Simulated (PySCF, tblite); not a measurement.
# C2H4Ge: bond homolysis, part 1 of 2

What do calculations give for the bond homolysis of C2H4Ge (`C#[C][GeH3]`)?

Programs: tblite 0.8.0 and PySCF 2.14.0, with routines of our own; each step states its level. All values are computed. Atoms count from 0.

## 1. The starting structure

7 atoms, charge 0, multiplicity 1; geometry from: start built from the parent or by distance geometry.

## 2. Geometry optimisation with GFN2-xTB

The job: settings as JSON, then the geometry in Å.

```
{"job": {"kind": "relax", "xc": "GFN2-xTB", "basis": "xTB"}, "charge": 0, "multiplicity": 1}
C      1.957600     0.447000     0.411400
C      0.756200     0.183100     0.213800
Ge    -1.048800    -0.249500    -0.019200
H      2.967400     0.694900     0.561700
H     -1.436300     0.120400    -1.469200
H     -1.200900    -1.774400     0.221000
H     -1.988500     0.588200     0.925900
```

Launch:

```console
$ OMP_NUM_THREADS=1 python redox_run.py task.json out
```

The driver reads the jobs from task.json and runs them one after another.

The program printed:

```text
step      E/eV     max force
  0    -221.61528    4.371
  1    -221.29185   12.162
  2    -221.74258    0.819
  3    -221.76169    0.605
  4    -221.79262    0.846
  5    -221.79798    0.461
  6    -221.80177    0.169
  7    -221.80229    0.137
  8    -221.80359    0.099
  9    -221.80412    0.106
 10    -221.80492    0.096
 11    -221.80508    0.041
 12    -221.80513    0.021
 13    -221.80517    0.032
 14    -221.80525    0.053
 15    -221.80535    0.056
 16    -221.80542    0.034
 17    -221.80545    0.016
 18    -221.80547    0.022
 19    -221.80551    0.037
 20    -221.80558    0.051
 21    -221.80568    0.048
 22    -221.80575    0.024
 23    -221.80576    0.010
 24    -221.80577    0.009
```

It took 0.07 s on 1 thread of Arm Neoverse V1, shared host.

Relaxation path: (the energy doesn't fall at every step)

| step | energy from step 0 (eV) | largest force (eV/Å) |
| --- | --- | --- |
| 0 | 0.0000 | 4.3714 |
| 1 | 0.3234 | 12.1625 |
| 2 | -0.1273 | 0.8190 |
| 3 | -0.1464 | 0.6048 |
| 4 | -0.1773 | 0.8457 |
| 5 | -0.1827 | 0.4610 |
| 6 | -0.1865 | 0.1690 |
| 7 | -0.1870 | 0.1373 |
| 8 | -0.1883 | 0.0987 |
| 9 | -0.1888 | 0.1058 |
| 10 | -0.1896 | 0.0959 |
| 11 | -0.1898 | 0.0411 |
| 12 | -0.1898 | 0.0212 |
| 13 | -0.1899 | 0.0318 |
| 14 | -0.1900 | 0.0530 |
| 15 | -0.1901 | 0.0556 |
| 16 | -0.1901 | 0.0335 |
| 17 | -0.1902 | 0.0164 |
| 18 | -0.1902 | 0.0218 |
| 19 | -0.1902 | 0.0369 |
| 20 | -0.1903 | 0.0512 |
| 21 | -0.1904 | 0.0478 |
| 22 | -0.1905 | 0.0236 |
| 23 | -0.1905 | 0.0102 |
| 24 | -0.1905 | 0.0088 |

Close pairs (by a distance rule), those that changed most:

| bond | before (Å) | after (Å) | change (Å) |
| --- | --- | --- | --- |
| Ge2–H6 | 1.574 | 1.491 | -0.083 |
| Ge2–H5 | 1.551 | 1.491 | -0.060 |
| Ge2–H4 | 1.546 | 1.491 | -0.055 |
| C0–C1 | 1.246 | 1.203 | -0.043 |
| C1–Ge2 | 1.871 | 1.890 | +0.020 |
| C0–H3 | 1.051 | 1.053 | +0.003 |

The final coordinates are the input of the step that follows.

## 3. Infrared spectrum with GFN2-xTB

The job: settings as JSON, then the geometry in Å.

```
{"job": {"kind": "ir", "xc": "GFN2-xTB", "basis": "xTB"}, "charge": 0, "multiplicity": 1}
C      1.922139     0.458698     0.407573
C      0.763698     0.183526     0.236051
Ge    -1.055883    -0.249804    -0.037373
H      2.935772     0.699113     0.562016
H     -1.425271     0.085496    -1.442179
H     -1.245545    -1.708341     0.205713
H     -1.888241     0.541120     0.913636
```

The program printed:

```text
mode    cm-1     km/mol
  1     207.3      1.59
  2     207.4      1.60
  3     528.0     38.65
  4     542.8     97.61
  5     543.1     97.53
  6     680.2     66.08
  7     680.3     65.96
  8     775.8    356.22
  9     840.7    107.98
 10     841.5    108.21
 11    2021.9    134.50
 12    2095.5    443.25
 13    2096.2    443.20
 14    2187.5     16.96
 15    3345.9      0.01
ZPE 105.236  H(298)-E 120.810  G(298)-E 36.079 kJ/mol  S 284.19 J/(mol K)
```

Wall time 0.12 s (1 thread of Arm Neoverse V1, shared host).

The strongest bands and the atoms that carry them (share of the mass-weighted mode):

| cm⁻¹ | km/mol | atoms |
| --- | --- | --- |
| 543 | 97.6 | H4 38 %, H5 30 %, C1 13 %, H6 11 % |
| 543 | 97.5 | H6 42 %, H5 22 %, H4 15 %, C1 13 % |
| 776 | 356.2 | H6 33 %, H5 32 %, H4 32 % |
| 841 | 108.0 | H6 53 %, H5 25 %, H4 21 % |
| 842 | 108.2 | H4 45 %, H5 41 %, H6 13 % |
| 2022 | 134.5 | H6 34 %, H5 33 %, H4 33 % |
| 2096 | 443.2 | H6 65 %, H5 17 %, H4 17 % |
| 2096 | 443.2 | H4 49 %, H5 49 % |

## 4. Geometry optimisation at PBE0-D3(BJ)/def2-SVP

The job, as its differences from that of step 3:

```diff
@@ -1,2 +1,2 @@
-{"job": {"kind": "ir", "xc": "GFN2-xTB", "basis": "xTB"}, "charge": 0, "multiplicity": 1}
+{"job": {"xc": "PBE0", "basis": "def2-SVP", "d3": "d3bj", "grid": 1, "kind": "geom"}, "charge": 0, "multiplicity": 1}
 C      1.922139     0.458698     0.407573
```

The program printed:

```text
step   0  E = -2154.85599691  max force = 0.021281
step   1  E = -2154.85865818  max force = 0.004237
step   2  E = -2154.85882504  max force = 0.000452
step   3  E = -2154.85882686  max force = 0.000030
optimisation converged
```

It took 7.8 s on 1 thread of Arm Neoverse V1, shared host.

Relaxation path:

| step | energy from step 0 (eV) | largest force component (eV/Å) |
| --- | --- | --- |
| 0 | 0.0000 | 1.0943 |
| 1 | -0.0724 | 0.2179 |
| 2 | -0.0770 | 0.0232 |
| 3 | -0.0770 | 0.0015 |

Distances of close pairs at the start and the end, largest changes first:

| bond | before (Å) | after (Å) | change (Å) |
| --- | --- | --- | --- |
| Ge2–H4 | 1.491 | 1.535 | +0.045 |
| Ge2–H5 | 1.491 | 1.535 | +0.045 |
| Ge2–H6 | 1.491 | 1.535 | +0.045 |
| C0–H3 | 1.053 | 1.076 | +0.022 |
| C0–C1 | 1.203 | 1.216 | +0.013 |
| C1–Ge2 | 1.890 | 1.901 | +0.011 |

The end geometry stands in the next job.

| at the end point | value |
| --- | --- |
| point group (found at 0.08 Å tolerance) | C3v |
| rotational constants (GHz, main isotopes) | 79.132, 3.541, 3.541 |
| dipole moment (D) | 0.01 |

## 5. Harmonic vibrations (C2H4Ge): PBE0-D3(BJ)/def2-SVP

The job: settings as JSON, then the geometry in Å.

```
{"job": {"xc": "PBE0", "basis": "def2-SVP", "d3": "d3bj", "grid": 2, "kind": "hessian"}, "charge": 0, "multiplicity": 1}
C      1.940108     0.451887     0.417345
C      0.769061     0.177217     0.239497
Ge    -1.062465    -0.247822    -0.040547
H      2.975993     0.695196     0.574483
H     -1.436488     0.102637    -1.487892
H     -1.265878    -1.749053     0.209151
H     -1.916342     0.571325     0.937942
```

The program printed:

```text
coarse grid: 27664 points
cycle   1  E = -2154.8233086932  dE = -4.882e-01  |g| = 4.527e-01  |ddm| = 2.820e+00
cycle   2  E = -2154.8193732756  dE =  3.935e-03  |g| = 4.839e-01  |ddm| = 8.468e-01
cycle   3  E = -2154.8582949249  dE = -3.892e-02  |g| = 4.661e-02  |ddm| = 4.516e-01
cycle   4  E = -2154.8583436838  dE = -4.876e-05  |g| = 4.282e-02  |ddm| = 6.308e-02
cycle   5  E = -2154.8588229666  dE = -4.793e-04  |g| = 4.108e-03  |ddm| = 3.419e-02
cycle   6  E = -2154.8588265747  dE = -3.608e-06  |g| = 9.925e-04  |ddm| = 4.943e-03
final grid: 56944 points
cycle   7  E = -2154.8588145533  dE = -2.232e-08  |g| = 9.588e-04  |ddm| = 2.052e-03
cycle   8  E = -2154.8588145294  dE =  2.394e-08  |g| = 9.947e-04  |ddm| = 1.997e-03
cycle   9  E = -2154.8588147938  dE = -2.644e-07  |g| = 2.743e-04  |ddm| = 1.061e-03
cycle  10  E = -2154.8588148131  dE = -1.928e-08  |g| = 1.208e-05  |ddm| = 2.037e-04
cycle  11  E = -2154.8588148131  dE = -3.274e-11  |g| = 2.907e-06  |ddm| = 1.153e-05
converged SCF energy = -2154.8588148131

mode    cm-1
  1     229.8
  2     229.9
  3     525.1
  4     627.0
  5     627.2
  6     739.5
  7     739.5
  8     848.2
  9     886.2
 10     886.4
 11    2167.8
 12    2179.1
 13    2179.3
 14    2182.7
 15    3476.1
ZPE 110.798  H(298)-E 125.713  G(298)-E 42.018 kJ/mol  S 280.71 J/(mol K)
```

It took 45 s on 1 thread of Arm Neoverse V1, shared host; peak memory 1.1 GiB.

Zero-point energy 110.80 kJ/mol (xTB gave 105.24).

## 6. Single point (C2H4Ge): M06-2X/def2-TZVP

Geometry: PBE0-D3(BJ)/def2-SVP.

The job, as its differences from that of step 5:

```diff
@@ -1,2 +1,2 @@
-{"job": {"xc": "PBE0", "basis": "def2-SVP", "d3": "d3bj", "grid": 2, "kind": "hessian"}, "charge": 0, "multiplicity": 1}
+{"job": {"kind": "sp", "xc": "M06-2X", "basis": "def2-TZVP", "grid": 3}, "charge": 0, "multiplicity": 1}
 C      1.940108     0.451887     0.417345
```

The program printed:

```text
coarse grid: 27664 points
cycle   1  E = -2155.4971473881  dE = -4.509e-01  |g| = 4.932e-01  |ddm| = 2.802e+00
cycle   2  E = -2155.5094428799  dE = -1.230e-02  |g| = 4.638e-01  |ddm| = 9.026e-01
cycle   3  E = -2155.5327816443  dE = -2.334e-02  |g| = 2.969e-02  |ddm| = 3.060e-01
cycle   4  E = -2155.5327751514  dE =  6.493e-06  |g| = 3.076e-02  |ddm| = 8.670e-02
cycle   5  E = -2155.5329960288  dE = -2.209e-04  |g| = 7.981e-03  |ddm| = 2.526e-02
cycle   6  E = -2155.5330110753  dE = -1.505e-05  |g| = 1.576e-03  |ddm| = 1.192e-02
cycle   7  E = -2155.5330116297  dE = -5.544e-07  |g| = 2.597e-04  |ddm| = 2.571e-03
final grid: 88112 points
cycle   8  E = -2155.5334905752  dE = -4.557e-06  |g| = 1.149e-03  |ddm| = 1.604e-02
cycle   9  E = -2155.5334906390  dE = -6.384e-08  |g| = 1.111e-03  |ddm| = 2.177e-03
cycle  10  E = -2155.5334907516  dE = -1.126e-07  |g| = 2.049e-04  |ddm| = 7.494e-04
cycle  11  E = -2155.5334907563  dE = -4.688e-09  |g| = 1.660e-04  |ddm| = 2.721e-04
cycle  12  E = -2155.5334907628  dE = -6.445e-09  |g| = 6.737e-06  |ddm| = 1.264e-04
converged SCF energy = -2155.5334907628
```

It took 6.9 s on 1 thread of Arm Neoverse V1, shared host; peak memory 0.63 GiB.

## 7. Relaxing the molecule with GFN2-xTB

This step treats C₂H₃Ge radical, labelled `C#[C][GeH2]` (the label fixes atoms and charge, not where charge and spin sit).

The job: settings as JSON, then the geometry in Å.

```
{"job": {"kind": "relax", "xc": "GFN2-xTB", "basis": "xTB"}, "charge": 0, "multiplicity": 2}
C      1.956400     0.445800     0.412100
C      0.758300     0.185900     0.216500
Ge    -1.045000    -0.255400    -0.037400
H      2.973500     0.709800     0.553900
H     -1.269100    -1.752900     0.220500
H     -1.927300     0.569600     0.929200
```

The program printed:

```text
step      E/eV     max force
  0    -206.59393    3.706
  1    -206.44102    8.712
  2    -206.69039    0.837
  3    -206.70785    0.693
  4    -206.75100    0.634
  5    -206.75581    0.352
  6    -206.76067    0.190
  7    -206.76361    0.282
  8    -206.76668    0.266
  9    -206.76744    0.086
 10    -206.76759    0.035
 11    -206.76766    0.058
 12    -206.76784    0.088
 13    -206.76804    0.080
 14    -206.76830    0.071
 15    -206.76850    0.055
 16    -206.76862    0.040
 17    -206.76866    0.029
 18    -206.76870    0.018
 19    -206.76875    0.030
 20    -206.76883    0.053
 21    -206.76892    0.056
 22    -206.76897    0.029
 23    -206.76898    0.010
```

Run time: 0.07 s. Hardware: 1 thread of Arm Neoverse V1, shared host.

Relaxation path: (the energy doesn't fall at every step)

| step | energy from step 0 (eV) | largest force (eV/Å) |
| --- | --- | --- |
| 0 | 0.0000 | 3.7062 |
| 1 | 0.1529 | 8.7117 |
| 2 | -0.0965 | 0.8366 |
| 3 | -0.1139 | 0.6927 |
| 4 | -0.1571 | 0.6336 |
| 5 | -0.1619 | 0.3516 |
| 6 | -0.1667 | 0.1899 |
| 7 | -0.1697 | 0.2822 |
| 8 | -0.1728 | 0.2664 |
| 9 | -0.1735 | 0.0859 |
| 10 | -0.1737 | 0.0355 |
| 11 | -0.1737 | 0.0584 |
| 12 | -0.1739 | 0.0875 |
| 13 | -0.1741 | 0.0797 |
| 14 | -0.1744 | 0.0708 |
| 15 | -0.1746 | 0.0547 |
| 16 | -0.1747 | 0.0401 |
| 17 | -0.1747 | 0.0289 |
| 18 | -0.1748 | 0.0183 |
| 19 | -0.1748 | 0.0295 |
| 20 | -0.1749 | 0.0532 |
| 21 | -0.1750 | 0.0559 |
| 22 | -0.1750 | 0.0291 |
| 23 | -0.1750 | 0.0099 |

Distances of close pairs at the start and the end, largest changes first:

| bond | before (Å) | after (Å) | change (Å) |
| --- | --- | --- | --- |
| C1–Ge2 | 1.874 | 1.913 | +0.039 |
| C0–C1 | 1.241 | 1.207 | -0.035 |
| Ge2–H4 | 1.536 | 1.551 | +0.015 |
| C0–H3 | 1.060 | 1.054 | -0.006 |
| Ge2–H5 | 1.547 | 1.551 | +0.004 |

The next job starts from the end point, and lists it.

## 8. Vibrational analysis with GFN2-xTB

The job: settings as JSON, then the geometry in Å.

```
{"job": {"kind": "ir", "xc": "GFN2-xTB", "basis": "xTB"}, "charge": 0, "multiplicity": 2}
C      1.912514     0.454639     0.387283
C      0.748425     0.164230     0.258588
Ge    -1.078310    -0.225910    -0.152295
H      2.924715     0.683230     0.571937
H     -1.212613    -1.711784     0.272574
H     -1.848010     0.538325     0.956636
```

The program printed:

```text
mode    cm-1     km/mol
  1     187.2      2.51
  2     197.9      3.26
  3     480.8     29.88
  4     568.3     42.16
  5     599.1     46.09
  6     668.0     82.77
  7     672.4     58.50
  8     800.8    250.31
  9    1572.5    340.48
 10    1714.1    787.17
 11    2135.8     16.78
 12    3329.5      0.02
ZPE 77.317  H(298)-E 92.634  G(298)-E 3.988 kJ/mol  S 297.32 J/(mol K)
```

Run time: 0.11 s. Hardware: 1 thread of Arm Neoverse V1, shared host.

The strongest bands and the atoms that carry them (share of the mass-weighted mode):

| cm⁻¹ | km/mol | atoms |
| --- | --- | --- |
| 481 | 29.9 | C0 38 %, C1 34 %, Ge2 24 % |
| 568 | 42.2 | H5 41 %, H4 40 %, C1 11 % |
| 599 | 46.1 | H4 35 %, H5 35 %, H3 14 % |
| 668 | 82.8 | H3 67 %, C0 12 % |
| 672 | 58.5 | H3 78 %, C0 15 % |
| 801 | 250.3 | H4 49 %, H5 49 % |
| 1572 | 340.5 | H4 49 %, H5 49 % |
| 1714 | 787.2 | H5 49 %, H4 49 % |

## 9. Optimising the geometry at PBE0-D3(BJ)/def2-SVP

This step treats C2H3Ge radical, labelled `C#[C][GeH2]` (the label fixes atoms and charge, not where charge and spin sit).

The job, as its differences from that of step 8:

```diff
@@ -1,2 +1,2 @@
-{"job": {"kind": "ir", "xc": "GFN2-xTB", "basis": "xTB"}, "charge": 0, "multiplicity": 2}
+{"job": {"xc": "PBE0", "basis": "def2-SVP", "d3": "d3bj", "grid": 1, "kind": "geom"}, "charge": 0, "multiplicity": 2}
 C      1.912514     0.454639     0.387283
```

The program printed:

```text
step   0  E = -2154.21717570  max force = 0.030256
step   1  E = -2154.22256494  max force = 0.006013
step   2  E = -2154.22283994  max force = 0.001111
step   3  E = -2154.22285341  max force = 0.000545
step   4  E = -2154.22285618  max force = 0.000298
optimisation converged
```

Run time: 13 s. Hardware: 1 thread of Arm Neoverse V1, shared host.

Along the way:

| step | energy from step 0 (eV) | largest force component (eV/Å) |
| --- | --- | --- |
| 0 | 0.0000 | 1.5558 |
| 1 | -0.1466 | 0.3092 |
| 2 | -0.1541 | 0.0571 |
| 3 | -0.1545 | 0.0280 |
| 4 | -0.1546 | 0.0153 |

Close pairs (by a distance rule), those that changed most:

| bond | before (Å) | after (Å) | change (Å) |
| --- | --- | --- | --- |
| C1–Ge2 | 1.913 | 1.885 | -0.028 |
| C0–H3 | 1.054 | 1.076 | +0.022 |
| C0–C1 | 1.207 | 1.220 | +0.014 |
| Ge2–H4 | 1.551 | 1.540 | -0.012 |
| Ge2–H5 | 1.551 | 1.540 | -0.012 |

The end geometry stands in the next job.

| at the end point | value |
| --- | --- |
| point group (found at 0.08 Å tolerance) | Cs |
| rotational constants (GHz, main isotopes) | 121.3, 3.666, 3.602 |
| dipole moment (D) | 0.17 |
| ⟨S²⟩ | 0.756 |

## 10. Harmonic vibrations (C2H3Ge radical, C#[C][GeH2]): PBE0-D3(BJ)/def2-SVP

The job: settings as JSON, then the geometry in Å.

```
{"job": {"xc": "PBE0", "basis": "def2-SVP", "d3": "d3bj", "grid": 2, "kind": "hessian"}, "charge": 0, "multiplicity": 2}
C      1.951257     0.457637     0.410629
C      0.773473     0.152559     0.318089
Ge    -1.037067    -0.258762    -0.006738
H      2.989344     0.719751     0.514728
H     -1.281854    -1.768557     0.169206
H     -1.948444     0.600131     0.888860
```

The program printed:

```text
coarse grid: 25192 points
cycle   1  E = -2154.1798646345  dE = -4.346e-01  |g| = 3.247e-01  |ddm| = 1.963e+00
cycle   2  E = -2154.1597712198  dE =  2.009e-02  |g| = 3.845e-01  |ddm| = 7.001e-01
cycle   3  E = -2154.2223827759  dE = -6.261e-02  |g| = 2.025e-02  |ddm| = 4.051e-01
cycle   4  E = -2154.2227459912  dE = -3.632e-04  |g| = 1.105e-02  |ddm| = 4.687e-02
cycle   5  E = -2154.2228066782  dE = -6.069e-05  |g| = 8.517e-03  |ddm| = 1.688e-02
cycle   6  E = -2154.2228461093  dE = -3.943e-05  |g| = 2.770e-03  |ddm| = 8.501e-03
cycle   7  E = -2154.2228528292  dE = -6.720e-06  |g| = 9.158e-04  |ddm| = 3.861e-03
final grid: 51576 points
cycle   8  E = -2154.2228398556  dE = -1.314e-06  |g| = 1.122e-03  |ddm| = 2.344e-03
cycle   9  E = -2154.2228385410  dE =  1.315e-06  |g| = 2.265e-03  |ddm| = 2.777e-03
cycle  10  E = -2154.2228412597  dE = -2.719e-06  |g| = 3.511e-04  |ddm| = 1.765e-03
cycle  11  E = -2154.2228415546  dE = -2.949e-07  |g| = 2.535e-04  |ddm| = 7.896e-04
cycle  12  E = -2154.2228418777  dE = -3.231e-07  |g| = 3.818e-05  |ddm| = 1.804e-03
cycle  13  E = -2154.2228418811  dE = -3.356e-09  |g| = 1.401e-05  |ddm| = 1.400e-04
cycle  14  E = -2154.2228418815  dE = -4.511e-10  |g| = 8.505e-06  |ddm| = 6.374e-05
cycle  15  E = -2154.2228418816  dE = -5.366e-11  |g| = 9.119e-07  |ddm| = 1.292e-05
converged SCF energy = -2154.2228418816

mode    cm-1
  1     225.4
  2     246.7
  3     518.5
  4     608.3
  5     634.9
  6     707.6
  7     736.3
  8     843.8
  9    2118.3
 10    2128.7
 11    2155.1
 12    3472.9
ZPE 86.110  H(298)-E 100.745  G(298)-E 13.627 kJ/mol  S 292.19 J/(mol K)
```

It took 66 s on 1 thread of Arm Neoverse V1, shared host; peak memory 1.1 GiB.

Zero-point energy 86.11 kJ/mol (xTB gave 77.32).

## 11. Single point (C2H3Ge radical, C#[C][GeH2]): M06-2X/def2-TZVP

Geometry: PBE0-D3(BJ)/def2-SVP.

The job: settings as JSON, then the geometry in Å.

```
{"job": {"kind": "sp", "xc": "M06-2X", "basis": "def2-TZVP", "grid": 3}, "charge": 0, "multiplicity": 2}
C      1.951257     0.457637     0.410629
C      0.773473     0.152559     0.318089
Ge    -1.037067    -0.258762    -0.006738
H      2.989344     0.719751     0.514728
H     -1.281854    -1.768557     0.169206
H     -1.948444     0.600131     0.888860
```

The program printed:

```text
coarse grid: 25192 points
cycle   1  E = -2154.8575462412  dE = -4.034e-01  |g| = 3.483e-01  |ddm| = 1.967e+00
cycle   2  E = -2154.8690789534  dE = -1.153e-02  |g| = 3.402e-01  |ddm| = 9.458e-01
cycle   3  E = -2154.8999982966  dE = -3.092e-02  |g| = 2.050e-02  |ddm| = 2.368e-01
cycle   4  E = -2154.9004157448  dE = -4.174e-04  |g| = 1.278e-02  |ddm| = 9.748e-02
cycle   5  E = -2154.9004849532  dE = -6.921e-05  |g| = 9.304e-03  |ddm| = 2.123e-02
cycle   6  E = -2154.9005382924  dE = -5.334e-05  |g| = 1.142e-03  |ddm| = 1.317e-02
cycle   7  E = -2154.9005410561  dE = -2.764e-06  |g| = 3.044e-04  |ddm| = 6.371e-03
final grid: 78304 points
cycle   8  E = -2154.9010246222  dE = -4.542e-06  |g| = 9.322e-04  |ddm| = 1.580e-02
cycle   9  E = -2154.9010246017  dE =  2.053e-08  |g| = 1.077e-03  |ddm| = 2.512e-03
cycle  10  E = -2154.9010249555  dE = -3.538e-07  |g| = 2.448e-04  |ddm| = 7.554e-04
cycle  11  E = -2154.9010249871  dE = -3.159e-08  |g| = 1.165e-04  |ddm| = 2.800e-04
cycle  12  E = -2154.9010249985  dE = -1.135e-08  |g| = 2.675e-05  |ddm| = 2.503e-04
cycle  13  E = -2154.9010250008  dE = -2.274e-09  |g| = 1.369e-05  |ddm| = 1.365e-04
converged SCF energy = -2154.9010250008
```

Wall time 12 s (1 thread of Arm Neoverse V1, shared host); peak memory 0.58 GiB.

## 12. Single point (H radical): M06-2X/def2-TZVP

Geometry: atom.

The job: settings as JSON, then the geometry in Å.

```
{"job": {"kind": "sp", "xc": "M06-2X", "basis": "def2-TZVP", "grid": 3}, "charge": 0, "multiplicity": 2}
H      0.000000     0.000000     0.000000
```

The program printed:

```text
coarse grid: 2472 points
cycle   1  E = -0.4933159011  dE = -9.784e-02  |g| = 6.321e-02  |ddm| = 3.884e-01
cycle   2  E = -0.4979412210  dE = -4.625e-03  |g| = 1.231e-02  |ddm| = 1.107e-01
cycle   3  E = -0.4981358863  dE = -1.947e-04  |g| = 2.569e-03  |ddm| = 3.175e-02
cycle   4  E = -0.4981476994  dE = -1.181e-05  |g| = 8.618e-05  |ddm| = 9.436e-03
cycle   5  E = -0.4981477027  dE = -3.280e-09  |g| = 4.679e-06  |ddm| = 6.463e-05
final grid: 9808 points
cycle   6  E = -0.4981477249  dE = -1.254e-11  |g| = 3.318e-07  |ddm| = 3.618e-06
converged SCF energy = -0.4981477249
```

Run time: 0.07 s. Hardware: 1 thread of Arm Neoverse V1, shared host.

## 13. Relaxing the molecule with GFN2-xTB

This step treats C₂H₃Ge radical, labelled `[C]#[C][GeH3]` (the label fixes atoms and charge, not where charge and spin sit).

The job: settings as JSON, then the geometry in Å.

```
{"job": {"kind": "relax", "xc": "GFN2-xTB", "basis": "xTB"}, "charge": 0, "multiplicity": 2}
C      1.956400     0.445800     0.412100
C      0.758300     0.185900     0.216500
Ge    -1.045000    -0.255400    -0.037400
H     -1.439000     0.117300    -1.508500
H     -1.269100    -1.752900     0.220500
H     -1.927300     0.569600     0.929200
```

The program printed:

```text
step      E/eV     max force
  0    -204.80155    4.393
  1    -204.56110   10.570
  2    -204.92722    0.846
  3    -204.94082    0.424
  4    -204.95394    0.573
  5    -204.95684    0.394
  6    -204.95951    0.134
  7    -204.95984    0.101
  8    -204.96005    0.048
  9    -204.96019    0.063
 10    -204.96047    0.099
 11    -204.96066    0.084
 12    -204.96073    0.030
 13    -204.96074    0.006
```

Run time: 0.04 s. Hardware: 1 thread of Arm Neoverse V1, shared host.

The steps of the relaxation: (the energy doesn't fall at every step)

| step | energy from step 0 (eV) | largest force (eV/Å) |
| --- | --- | --- |
| 0 | 0.0000 | 4.3933 |
| 1 | 0.2404 | 10.5700 |
| 2 | -0.1257 | 0.8459 |
| 3 | -0.1393 | 0.4243 |
| 4 | -0.1524 | 0.5726 |
| 5 | -0.1553 | 0.3943 |
| 6 | -0.1580 | 0.1342 |
| 7 | -0.1583 | 0.1013 |
| 8 | -0.1585 | 0.0483 |
| 9 | -0.1586 | 0.0634 |
| 10 | -0.1589 | 0.0991 |
| 11 | -0.1591 | 0.0844 |
| 12 | -0.1592 | 0.0296 |
| 13 | -0.1592 | 0.0061 |

Close pairs (by a distance rule), those that changed most:

| bond | before (Å) | after (Å) | change (Å) |
| --- | --- | --- | --- |
| Ge2–H3 | 1.568 | 1.495 | -0.073 |
| Ge2–H5 | 1.547 | 1.496 | -0.052 |
| C0–C1 | 1.241 | 1.199 | -0.043 |
| Ge2–H4 | 1.536 | 1.495 | -0.041 |
| C1–Ge2 | 1.874 | 1.908 | +0.034 |

The end geometry stands in the next job.

(Continued in part 2 of 2.)
